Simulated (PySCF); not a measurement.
# C2H10Ge2: a tour of settings, part 2 of 2

PySCF 2.14.0. Atoms count from 0. The steps go on from the part before.

## 5. Indirect couplings: LC-wPBE/def2-TZVP

What the job is given:

```
{"job": {"kind": "j", "xc": "LC-wPBE", "basis": "def2-TZVP", "scf": {"guess": "sap"}}, "charge": 0, "multiplicity": 1}
C     -1.763435     0.165624    -0.239133
C     -1.202466    -0.445484     1.037592
Ge     0.641022     0.196950     1.395268
Ge     2.056566    -0.026789    -0.507993
H     -1.793587     1.251951    -0.162840
H     -2.773382    -0.191796    -0.435111
H     -1.136336    -0.095547    -1.093163
H     -1.845136    -0.199676     1.884109
H     -1.191805    -1.533936     0.951352
H      1.201061    -0.515583     2.605007
H      0.582776     1.645023     1.823605
H      1.924417    -1.351899    -1.200602
H      1.779089     0.988871    -1.576930
H      3.520537     0.111819    -0.223302
```

Level: LC-wPBE/def2-TZVP indirect spin-spin coupling, non-relativistic, gas phase.

Standard output:

```text
final grid: 102216 points
cycle   1  E = -4230.6584487706  dE =  2.797e+00  |g| = 3.399e+00  |ddm| = 4.665e+01
cycle   2  E = -4205.3636977200  dE =  2.529e+01  |g| = 9.661e+00  |ddm| = 4.685e+01
cycle   3  E = -4234.8799009575  dE = -2.952e+01  |g| = 1.831e+00  |ddm| = 6.097e+00
cycle   4  E = -4235.5415813572  dE = -6.617e-01  |g| = 6.573e-01  |ddm| = 9.873e-01
cycle   5  E = -4235.6582713951  dE = -1.167e-01  |g| = 2.570e-01  |ddm| = 5.274e-01
cycle   6  E = -4235.6735851736  dE = -1.531e-02  |g| = 9.389e-02  |ddm| = 2.308e-01
cycle   7  E = -4235.6745422019  dE = -9.570e-04  |g| = 1.599e-02  |ddm| = 6.888e-02
cycle   8  E = -4235.6746495254  dE = -1.073e-04  |g| = 6.029e-03  |ddm| = 2.916e-02
cycle   9  E = -4235.6746602764  dE = -1.075e-05  |g| = 3.445e-03  |ddm| = 9.764e-03
cycle  10  E = -4235.6746628490  dE = -2.573e-06  |g| = 8.387e-04  |ddm| = 3.941e-03
cycle  11  E = -4235.6746631287  dE = -2.798e-07  |g| = 1.560e-04  |ddm| = 1.763e-03
cycle  12  E = -4235.6746631450  dE = -1.625e-08  |g| = 6.320e-05  |ddm| = 5.043e-04
cycle  13  E = -4235.6746631466  dE = -1.597e-09  |g| = 2.241e-05  |ddm| = 1.111e-04
cycle  14  E = -4235.6746631468  dE = -2.201e-10  |g| = 6.291e-06  |ddm| = 3.971e-05
converged SCF energy = -4235.6746631468

Indirect spin-spin couplings (Hz)
  i      j    bonds     total        FC       PSO       DSO        SD
  0 C    1 C    1     24.286    23.973     0.065     0.247         -
  0 C    4 H    1    108.255   106.049     1.391     0.815         -
  0 C    5 H    1    110.981   108.891     1.368     0.722         -
  0 C    6 H    1    107.573   105.313     1.396     0.864         -
  0 C    7 H    2     -4.020    -4.247     0.282    -0.056         -
  0 C    8 H    2     -4.320    -4.556     0.269    -0.032         -
  0 C    9 H    3      6.562     7.071     0.221    -0.730         -
  0 C   10 H    3      0.098     0.165     0.047    -0.114         -
  1 C    4 H    2     -4.012    -4.300     0.229     0.059         -
  1 C    5 H    2     -3.588    -3.843     0.291    -0.036         -
  1 C    6 H    2     -3.927    -4.246     0.220     0.099         -
  1 C    7 H    1    113.856   111.285     1.385     1.186         -
  1 C    8 H    1    111.694   109.063     1.420     1.211         -
  1 C    9 H    2      4.144     4.560     0.087    -0.503         -
  1 C   10 H    2      2.608     3.003     0.091    -0.486         -
  1 C   11 H    3     -0.418    -0.384    -0.002    -0.032         -
  1 C   12 H    3     -0.526    -0.346     0.063    -0.243         -
  1 C   13 H    3      4.538     5.096     0.164    -0.723         -
  4 H    5 H    2    -12.586   -12.752     2.459    -2.294         -
  4 H    6 H    2    -12.323   -12.818     2.308    -1.813         -
  4 H    7 H    3      3.852     3.368     0.512    -0.028         -
  4 H    8 H    3     14.016    14.210     2.225    -2.418         -
  4 H    9 H    4     -1.693     0.259     0.936    -2.888         -
  4 H   10 H    4      0.546    -0.184    -0.604     1.335         -
  4 H   11 H    5     -0.410     0.043     0.453    -0.906         -
  4 H   12 H    5      0.561    -0.018    -0.304     0.884         -
  4 H   13 H    5     -1.433    -0.019     0.574    -1.987         -
  5 H    6 H    2    -12.591   -12.848     2.408    -2.151         -
  5 H    7 H    3      4.045     3.692     0.516    -0.163         -
  5 H    8 H    3      4.436     4.044     0.495    -0.103         -
  5 H    9 H    4      2.632     3.680     0.993    -2.041         -
  5 H   10 H    4     -0.908    -0.487     0.882    -1.304         -
  5 H   13 H    5     -1.322    -0.146     0.771    -1.948         -
  6 H    7 H    3     13.675    13.840     2.208    -2.373         -
  6 H    8 H    3      3.962     3.335     0.431     0.196         -
  6 H    9 H    4     -1.546     0.360     0.887    -2.794         -
  6 H   10 H    4     -0.830    -0.156     0.497    -1.171         -
  6 H   11 H    5      0.672    -0.037    -0.806     1.515         -
  6 H   12 H    5      1.154     0.169    -0.944     1.928         -
  6 H   13 H    5     -2.147    -0.079     0.540    -2.608         -
  7 H    8 H    2    -12.672   -13.605     2.238    -1.305         -
  7 H    9 H    3     -0.478    -0.077     0.293    -0.693         -
  7 H   10 H    3      1.108     1.218     0.119    -0.229         -
  7 H   11 H    4     -0.914    -0.284     0.749    -1.379         -
  7 H   12 H    4     -0.491     0.299     0.738    -1.528         -
  7 H   13 H    4     -0.620     0.883     0.827    -2.330         -
  8 H    9 H    3      0.534     0.718     0.161    -0.344         -
  8 H   10 H    3      5.405     7.701     1.442    -3.738         -
  8 H   11 H    4      0.473    -0.025    -0.345     0.844         -
  8 H   12 H    4     -0.762     0.077     0.517    -1.356         -
  8 H   13 H    4     -2.043    -0.487     0.614    -2.171         -
  9 H   10 H    2     -2.823    -0.538     0.902    -3.187         -
  9 H   11 H    3     -2.236    -1.008     0.465    -1.693         -
  9 H   12 H    3      8.645    11.627     1.058    -4.040         -
  9 H   13 H    3     -1.273    -0.872     0.181    -0.581         -
 10 H   11 H    3      8.626    11.641     1.073    -4.088         -
 10 H   12 H    3     -1.029    -0.679     0.141    -0.491         -
 10 H   13 H    3     -1.732    -0.679     0.403    -1.455         -
 11 H   12 H    2     -5.229    -2.703     1.041    -3.567         -
 11 H   13 H    2     -5.556    -2.982     1.085    -3.659         -
 12 H   13 H    2     -5.316    -2.759     1.080    -3.638         -
```

It took 3.7 min on 1 thread of Intel Xeon at 2.50GHz, shared host; peak memory 0.96 GiB.

The basis is not made for couplings: without tight functions at the nuclei these values are rough.

Couplings of 1 Hz or more, nine at most for each number of bonds, with means over like pairs (isotopes 13C, 1H):

```
   pair  bonds  J (Hz)  Fermi contact (Hz)
  C1–H7      1   112.8               110.2
  C0–H4      1   108.9               106.8
  C0–C1      1    24.3                24.0
  H7–H8      2   -12.7               -13.6
  H4–H5      2   -12.5               -12.8
H11–H12      2    -5.4                -2.8
  C0–H7      2    -4.2                -4.4
  C1–H4      2    -3.8                -4.1
  C1–H9      2     3.4                 3.8
 H9–H10      2    -2.8                -0.5
  H4–H7      3     7.3                 7.1
  C0–H9      3     3.3                 3.6
  H7–H9      3     2.5                 3.8
 H9–H11      3     1.8                 3.3
 C1–H11      3     1.2                 1.5
```

The spin-dipole term was not solved, so all couplings lack that part.

The response was solved for the nuclei of C, H alone, so couplings that need other nuclei can be missing.

Quadrupole couplings from the field gradients of the same density:

| atom | isotope | eQq/h (MHz) | η |
| --- | --- | --- | --- |
| Ge2 | 73Ge | -12.8 | 0.14 |
| Ge3 | 73Ge | -1.637 | 0.85 |

Joined with the shifts from before (PBE0/pcSseg-1, unscaled), the couplings predict the line list below for 400 MHz.

1H NMR δ 3.84 (sext, J = 1.9 Hz, 2H), 3.17 (t, J = 1.8 Hz, 3H), 1.24 (t, J = 7.3 Hz, 3H), 1.13 (qt, J = 7.3, 2.1 Hz, 2H). The letters are first-order; like nuclei with unlike couplings give more lines.

## 6. NMR shieldings: PBE0/pcseg-1 in tetrahydrofuran

The job, as its differences from that of step 5:

```diff
@@ -1,2 +1,2 @@
-{"job": {"kind": "j", "xc": "LC-wPBE", "basis": "def2-TZVP", "scf": {"guess": "sap"}}, "charge": 0, "multiplicity": 1}
+{"job": {"kind": "nmr", "xc": "PBE0", "basis": "pcseg-1", "solvent": "tetrahydrofuran", "pop": true, "scf": {"guess": "atom"}}, "charge": 0, "multiplicity": 1}
 C     -1.763435     0.165624    -0.239133
```

Method: GIAO PBE0/pcseg-1 NMR shielding, non-relativistic, IEF-PCM tetrahydrofuran.

Standard output:

```text
final grid: 102216 points
cycle   1  E = -4234.8987456761  dE =  9.310e-01  |g| = 8.861e-01  |ddm| = 3.643e+00
cycle   2  E = -4234.7747441534  dE =  1.240e-01  |g| = 1.073e+00  |ddm| = 1.866e+00
cycle   3  E = -4235.1092780910  dE = -3.345e-01  |g| = 6.045e-02  |ddm| = 1.158e+00
cycle   4  E = -4235.1101128247  dE = -8.347e-04  |g| = 3.373e-02  |ddm| = 9.364e-02
cycle   5  E = -4235.1103980534  dE = -2.852e-04  |g| = 5.356e-03  |ddm| = 3.184e-02
cycle   6  E = -4235.1104058303  dE = -7.777e-06  |g| = 9.330e-04  |ddm| = 6.560e-03
cycle   7  E = -4235.1104060610  dE = -2.307e-07  |g| = 1.767e-04  |ddm| = 1.663e-03
cycle   8  E = -4235.1104060706  dE = -9.657e-09  |g| = 4.395e-05  |ddm| = 3.581e-04
cycle   9  E = -4235.1104060713  dE = -7.240e-10  |g| = 5.873e-06  |ddm| = 8.404e-05
converged SCF energy = -4235.1104060713

GIAO shielding tensors (ppm)
atom      isotropic    diamagn.    paramagn.     s11        s22        s33       span
  0 C      180.935     248.715     -67.780    171.325    175.185    196.295     24.970
  1 C      186.341     247.519     -61.179    179.377    186.324    193.321     13.944
  2 Ge    1621.791    2755.294   -1133.503   1523.167   1593.937   1748.270    225.103
  3 Ge    1739.894    2756.026   -1016.132   1700.400   1727.036   1792.246     91.846
  4 H       30.676      30.891      -0.215     26.038     29.084     36.905     10.867
  5 H       30.294      28.922       1.372     24.924     27.138     38.820     13.896
  6 H       30.763      32.052      -1.289     24.671     32.164     35.454     10.783
  7 H       30.511      29.524       0.986     24.856     28.236     38.439     13.583
  8 H       30.674      30.537       0.137     25.699     28.523     37.802     12.103
  9 H       28.007      29.325      -1.317     20.805     22.597     40.620     19.815
 10 H       28.202      29.736      -1.534     21.544     22.906     40.155     18.610
 11 H       28.785      29.491      -0.706     21.724     23.413     41.219     19.496
 12 H       28.677      29.501      -0.824     21.606     23.455     40.971     19.365
 13 H       28.777      28.741       0.036     21.821     22.550     41.961     20.140
```

Wall time 56 s (1 thread of Intel Xeon at 2.50GHz, shared host); peak memory 0.81 GiB.

Key values: σ C0 180.9, C1 186.3, Ge2 1622, Ge3 1740, H9 28.10, H11 28.75 ppm (means over like atoms).

## 7. Run by run: NMR shifts

Isotropic shieldings (ppm) of some atoms, chosen among heavy atoms and hydrogens apart, means over like atoms, with basis size and wall time:

```
                            run     C0     C1     H9    H11     H7   Ge2   Ge3  functions     time
                  PBE0/pcSseg-1  172.2  177.9  27.88  28.55  30.59  1558  1697        166  2.1 min
               HCTH407/pcSseg-1  168.0  170.0  27.83  28.53  30.40  1490  1637        166  2.3 min
PBE0/pcseg-1 in tetrahydrofuran  180.9  186.3  28.10  28.75  30.59  1622  1740        132     56 s
```

## 8. Outcome

This closing draws on all 2 parts.

| quantity | value |
| --- | --- |
| 13C shifts against TMS (PBE0/pcSseg-1) | 14.7, 9.0 ppm |
| 1H shifts against TMS (PBE0/pcSseg-1, means over atoms taken as alike) | 3.84, 3.17, 1.24, 1.13 ppm |
| 73Ge shifts against GeMe4 (PBE0/pcSseg-1) | -227, -366 ppm |
| lowest singlet (PBE0/def2-SVPD) | 7.19 eV (172 nm), f = 0.045 |
| brightest single state of those computed | state 6, 7.80 eV, f = 0.235 |
| lowest triplet | 6.52 eV |
| largest coupling of the table (LC-wPBE/def2-TZVP) | 1J(C,H) C1–H7, 112.8 Hz |
| range of the shielding of Ge2 | 1490 to 1622 ppm |

Single values in the summary come from the first run of each kind that ended normally (PBE0/pcSseg-1; PBE0/def2-SVPD; LC-wPBE/def2-TZVP), which need not be the best level. At PBE0/pcSseg-1: The largest span, 227 ppm, is at Ge2, where the paramagnetic term is -1197 ppm. The lowest singlet, at 7.19 eV, is HOMO→LUMO 0.92 and is weak; of the 6 states computed, the strongest absorption comes from state 6 at 7.80 eV (the last computed, so partners may be missing). The lowest triplet lies 0.68 eV below the lowest singlet (triplets in Tamm-Dancoff, singlets in full TDDFT). Of the pairs tabulated at LC-wPBE/def2-TZVP, C1–H7 (mean over like pairs) couples most strongly (112.8 Hz; Fermi contact 110.2 Hz). Couplings across rotatable bonds belong to this one conformer; where others are populated, the observed values are averages, and the simulated multiplets take (2 J gauche + J anti)/3 across rotating chain bonds. Across the 3 runs the shielding of Ge2 moves most, between 1490 (HCTH407/pcSseg-1) and 1622 ppm (PBE0/pcseg-1 in tetrahydrofuran). Spin-orbit coupling is left out, which matters for shieldings and couplings at and beside the heavy atoms. Couplings from bases without tight functions are rough.
